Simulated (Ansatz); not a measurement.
# C2H6Sn: a ladder of functionals and wavefunction methods

An exercise on one series of results from a longer session: the logs are not shown, and one member is left open.

The runs use Ansatz 0.2.0, Gaussian basis; functionals in def2-TZVPP, the program's frozen cores in correlated methods.

Levels to be run: LDA (SPW92), PBE-D4, revPBE-D4, BLYP-D4, r2SCAN-D4, B97M-V, PBE0-D4, B3LYP-D4, r2SCANh-D4, r2SCAN0-D4, HSE06-D4, BHLYP-D4, CAM-B3LYP-D4, LC-ωPBE, ωB97X-V, ωB97M-V, B2PLYP, PBE-QIDH; CCSD(T)/def2-SVP; CCSD(T)/def2-TZVPP; MP2/def2-QZVPP; extrapolation to the limit; RPA on PBE.

## The relaxed structure

An earlier PBE0-D4 in a triple-zeta def2 set relaxation fixed the geometry. Sn takes the def2 core potential; no spin-orbit term is included.

SMILES `C=[CH][SnH3]`, 9 atoms, charge 0, spin multiplicity 1.

Atoms are counted from 1 here; the program's logs count them from 0.

Bond lengths: C1–C2 1.327 Å, C1–H4 1.087 Å, C1–H5 1.088 Å, C2–Sn3 2.124 Å, C2–H6 1.088 Å, Sn3–H7 1.708 Å, Sn3–H8 1.708 Å, Sn3–H9 1.709 Å. Angles: C2–C1–H4 122.3°, C2–C1–H5 121.9°, H4–C1–H5 115.8°, C1–C2–Sn3 122.6°, C1–C2–H6 118.7°, Sn3–C2–H6 118.6°, C2–Sn3–H7 110.6°, C2–Sn3–H8 107.5°, C2–Sn3–H9 110.6°, H7–Sn3–H8 109.9°, H7–Sn3–H9 108.4°, H8–Sn3–H9 109.9°.

Set-up of the first run:

in.yaml reads:

```yaml
crystal:
  periodic: [false, false, false]
  atoms:
    - {symbol: C, position_ang: [-0.820649, 0.882866, -1.130094]}
    - {symbol: C, position_ang: [0.134455, 0.815762, -0.210600]}
    - {symbol: Sn, position_ang: [0.550810, -0.958283, 0.881409]}
    - {symbol: H, position_ang: [-1.448190, 0.031415, -1.379661]}
    - {symbol: H, position_ang: [-1.023132, 1.798151, -1.681829]}
    - {symbol: H, position_ang: [0.728250, 1.704242, -0.007399]}
    - {symbol: H, position_ang: [2.163020, -1.459547, 0.619731]}
    - {symbol: H, position_ang: [-0.528822, -2.163428, 0.335577]}
    - {symbol: H, position_ang: [0.332758, -0.697479, 2.555768]}
basis:
  gaussian: {orbitals: def2-TZVPP}
hamiltonian: {xc: lda}
output: {orbitals: {seedname: orbitals}}
```

Steps of the session up to this table: LDA; PBE-D4 (GGA); revPBE-D4 (GGA); BLYP-D4 (GGA); r2SCAN-D4 (meta-GGA); B97M-V (meta-GGA); PBE0-D4 (hybrid); B3LYP-D4 (hybrid); r2SCANh-D4 (hybrid); r2SCAN0-D4 (hybrid); HSE06-D4 (hybrid); BHLYP-D4 (hybrid); CAM-B3LYP-D4 (range-separated); LC-ωPBE-D4 (range-separated; the results give it without D4); ωB97X-V (range-separated); ωB97M-V (range-separated); B2PLYP (double hybrid); PBE-QIDH (double hybrid).

One of the session's tables, all rows but one given; the rest of the session is left out.

It belongs to the step «Orbital energies across the functionals». 

| functional | HOMO (eV) | gap (eV) |
| --- | --- | --- |
| LDA (SPW92) | -6.97 | 5.42 |
| PBE-D4 | -6.82 | 5.48 |
| revPBE-D4 | -6.77 | 5.51 |
| BLYP-D4 | -6.66 | 5.46 |
| r2SCAN-D4 | -7.04 | 5.92 |
| B97M-V | -7.05 | 5.97 |
| PBE0-D4 | -7.93 | 7.61 |
| B3LYP-D4 | -7.70 | 7.15 |
| r2SCANh-D4 | -7.45 | 6.71 |
| r2SCAN0-D4 | -8.08 | 7.88 |
| HSE06-D4 | -7.53 | 6.83 |
| BHLYP-D4 | ? | ? |
| CAM-B3LYP-D4 | -9.25 | 10.08 |
| LC-ωPBE | -10.67 | 12.66 |
| ωB97X-V | -10.27 | 12.17 |
| ωB97M-V | -10.15 | 11.83 |

**Question.** Estimate the row for BHLYP-D4.

Worked estimate for «HOMO (eV)». Against the share of exact exchange, BLYP-D4 (0, -6.66), B3LYP-D4 (0.2, -7.70) give a slope of -5.20 per unit share; at 0.5 the line stands at -9.26.

**Answer.** HOMO (eV): -8.87; gap (eV): 9.65. In «HOMO (eV)» the line misses by -0.39.
